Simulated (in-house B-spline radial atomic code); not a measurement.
# Yb⁵⁺: a fraction of an electron removed from 5p

Aim: the energy of Yb⁵⁺ as a fraction of an electron is removed from 5p, to see how far it bends away from a straight line.

Program: in-house B-spline radial atomic code version 1. Level of theory: scalar-relativistic (spin-free one-electron X2C) exchange-only LDA (Slater), spin-polarised, spherical fractional occupations, Fermi nucleus, basis-set limit. These are calculated values, not measurements, unless marked.

**1. The system**

* element: ytterbium (Z = 70)
* charge: +5
* electrons: 65
* configuration: [Kr] 4d10 4f12 5s2 5p5
* Hamiltonian: scalar-relativistic (X2C)
* nucleus: Fermi, rms radius 5.311 fm

Outer shells as boxes (Hund's rule):

[Kr] 4d10 4f12 5s2 5p5
```
[Kr] core
4d [↑↓][↑↓][↑↓][↑↓][↑↓]
4f [↑↓][↑↓][↑↓][↑↓][↑↓][↑ ][↑ ]
5s [↑↓]
5p [↑↓][↑↓][↑ ]
```

Where spins are not typed, each open shell is filled with up spins first.

**2. The start, at fraction 0**

Input settings:

```ini
Z = 70
electrons = 65.0
configuration = [Kr] 4d10 4f12 5s2 5p5
hamiltonian = x2c
method = lda,
spin_polarised = True
nucleus = fermi
rms_radius = 5.3108
mass_number = 174
atomic_mass = 173.938867545
speed_of_light = 137.035999084
```

**3. 0.06 electron removed from 5p**

The settings differ from step 2 so:

```diff
@@ -1,4 +1,4 @@
 Z = 70
-electrons = 65.0
-configuration = [Kr] 4d10 4f12 5s2 5p5
+electrons = 64.94
+configuration = [Kr] 4d10 4f12 5s2 5p4.94
 hamiltonian = x2c
```

**4. 0.19 electron removed from 5p**

The settings differ from step 3 so:

```diff
@@ -1,4 +1,4 @@
 Z = 70
-electrons = 64.94
-configuration = [Kr] 4d10 4f12 5s2 5p4.94
+electrons = 64.81
+configuration = [Kr] 4d10 4f12 5s2 5p4.81
 hamiltonian = x2c
```

**5. 0.33 electron removed from 5p**

The settings differ from step 4 so:

```diff
@@ -1,4 +1,4 @@
 Z = 70
-electrons = 64.81
-configuration = [Kr] 4d10 4f12 5s2 5p4.81
+electrons = 64.67
+configuration = [Kr] 4d10 4f12 5s2 5p4.67
 hamiltonian = x2c
```

**6. 0.49 electron removed from 5p**

The settings differ from step 5 so:

```diff
@@ -1,4 +1,4 @@
 Z = 70
-electrons = 64.67
-configuration = [Kr] 4d10 4f12 5s2 5p4.67
+electrons = 64.51
+configuration = [Kr] 4d10 4f12 5s2 5p4.51
 hamiltonian = x2c
```

**7. 0.5 electron removed from 5p**

The settings differ from step 6 so:

```diff
@@ -1,4 +1,4 @@
 Z = 70
-electrons = 64.51
-configuration = [Kr] 4d10 4f12 5s2 5p4.51
+electrons = 64.5
+configuration = [Kr] 4d10 4f12 5s2 5p4.5
 hamiltonian = x2c
```

**8. 0.61 electron removed from 5p**

The settings differ from step 7 so:

```diff
@@ -1,4 +1,4 @@
 Z = 70
-electrons = 64.5
-configuration = [Kr] 4d10 4f12 5s2 5p4.5
+electrons = 64.39
+configuration = [Kr] 4d10 4f12 5s2 5p4.39
 hamiltonian = x2c
```

**9. 0.7 electron removed from 5p**

The settings differ from step 8 so:

```diff
@@ -1,4 +1,4 @@
 Z = 70
-electrons = 64.39
-configuration = [Kr] 4d10 4f12 5s2 5p4.39
+electrons = 64.3
+configuration = [Kr] 4d10 4f12 5s2 5p4.3
 hamiltonian = x2c
```

**10. 0.86 electron removed from 5p**

The settings differ from step 9 so:

```diff
@@ -1,4 +1,4 @@
 Z = 70
-electrons = 64.3
-configuration = [Kr] 4d10 4f12 5s2 5p4.3
+electrons = 64.14
+configuration = [Kr] 4d10 4f12 5s2 5p4.14
 hamiltonian = x2c
```

**11. 0.97 electron removed from 5p**

The settings differ from step 10 so:

```diff
@@ -1,4 +1,4 @@
 Z = 70
-electrons = 64.14
-configuration = [Kr] 4d10 4f12 5s2 5p4.14
+electrons = 64.03
+configuration = [Kr] 4d10 4f12 5s2 5p4.03
 hamiltonian = x2c
```

**12. 1 electron removed from 5p**

The settings differ from step 11 so:

```diff
@@ -1,4 +1,4 @@
 Z = 70
-electrons = 64.03
-configuration = [Kr] 4d10 4f12 5s2 5p4.03
+electrons = 64.0
+configuration = [Kr] 4d10 4f12 5s2 5p4
 hamiltonian = x2c
```

**Question.** How does the energy change with the fraction, and which way and how far does it bend from the straight line between the ends?

**Answer**, as computed:

| fraction | energy change (eV) | less the straight line (eV) | level 5p down (eV) | sum of <r²> (bohr²) |
| --- | --- | --- | --- | --- |
| 0 | 0.0000 | 0.0000 | -87.187 | 26.781 |
| 0.06 | 5.2592 | -0.4415 | -88.120 | 26.618 |
| 0.19 | 16.8464 | -1.2059 | -90.146 | 26.268 |
| 0.33 | 29.6199 | -1.7341 | -92.334 | 25.896 |
| 0.49 | 44.5939 | -1.9621 | -94.842 | 25.477 |
| 0.5 | 45.5431 | -1.9630 | -95.000 | 25.451 |
| 0.61 | 56.0881 | -1.8693 | -96.729 | 25.167 |
| 0.7 | 64.8575 | -1.6510 | -98.147 | 24.936 |
| 0.86 | 80.7630 | -0.9475 | -100.67 | 24.530 |
| 0.97 | 91.9327 | -0.2291 | -102.41 | 24.255 |
| 1 | 95.0122 | 0.0000 | -102.89 | 24.180 |

From fraction 0 to 1 the energy changes by 95.012 eV. It sags under the straight line by up to 1.96 eV (at 0.5). Slater's transition state, the slope from the orbital energy at fraction 0.5 (Janak's theorem), gives 95.000 eV for the whole step. The tabulated ionisation energy is 99 ± 5 eV (tabulated theoretical; NIST Atomic Spectra Database), so the whole step is off by -3.99 eV, and minus the highest level at fraction 0 (71.917 eV) by -27.08 eV. Spin-orbit coupling is left out. Open shells are averaged (over orientations, and over spins where the run is restricted), while tables refer to the lowest levels.
